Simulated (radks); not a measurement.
# Ionisation of Se²⁶⁺: one atom, several choices of exchange strength α

One table from this session's results is given with a row withheld; the runs are named, their logs left out.

Program: radks (a radial shooting solver on a logarithmic mesh, Libxc functionals) version 1. Level of theory: Dirac Kohn-Sham, spin-unpolarised, spherical densities, finite nucleus; open shells fill j = l - 1/2 first. These are calculated values, not measurements, unless marked.

**The system**

```
element       : selenium (Z = 34)
charge        : +26
electrons     : 8
configuration : [He] 2s2 2p4
ion           : Se²⁷⁺, [He] 2s2 2p3
choices       : α = 0.622; α = 0.667; α = 0.681; α = 0.824; α = 0.838; α = 0.866; α = 0.922; α = 1.012
```

Set-up of the first run:

The run's settings:

```text
Z 34
configuration [He] 2s2 2p4
relativity Dirac
functional xalpha 0.622
spin unpolarised
j_filling energy
nucleus finite rms 4.14 fm
c 137.035999084
```

Among the steps run: α = 0.622: Se²⁶⁺.

One table of the session follows, with a row left open; its other results are not shown here.

It belongs to the step «α = 0.622: Se²⁶⁺». Sizes of the orbitals, from the radial functions (bohr):

```
level     <r>  outermost maximum (interpolated)  90 % within
1s1/2       ?                                 ?            ?
2s1/2  0.1884                             0.161        0.290
2p1/2  0.1606                             0.126        0.261
2p3/2  0.1640                             0.129        0.265
```

Q: Estimate the row for 1s1/2 from the others.

**Answer.** <r>: 0.04407; outermost maximum (interpolated): 0.0288; 90 % within: 0.0788. In the column «<r>» it is the lowest.

Caveats from the session: Spin polarisation and multiplet splitting are left out, so open shells lie too high by an amount that depends on their filling.
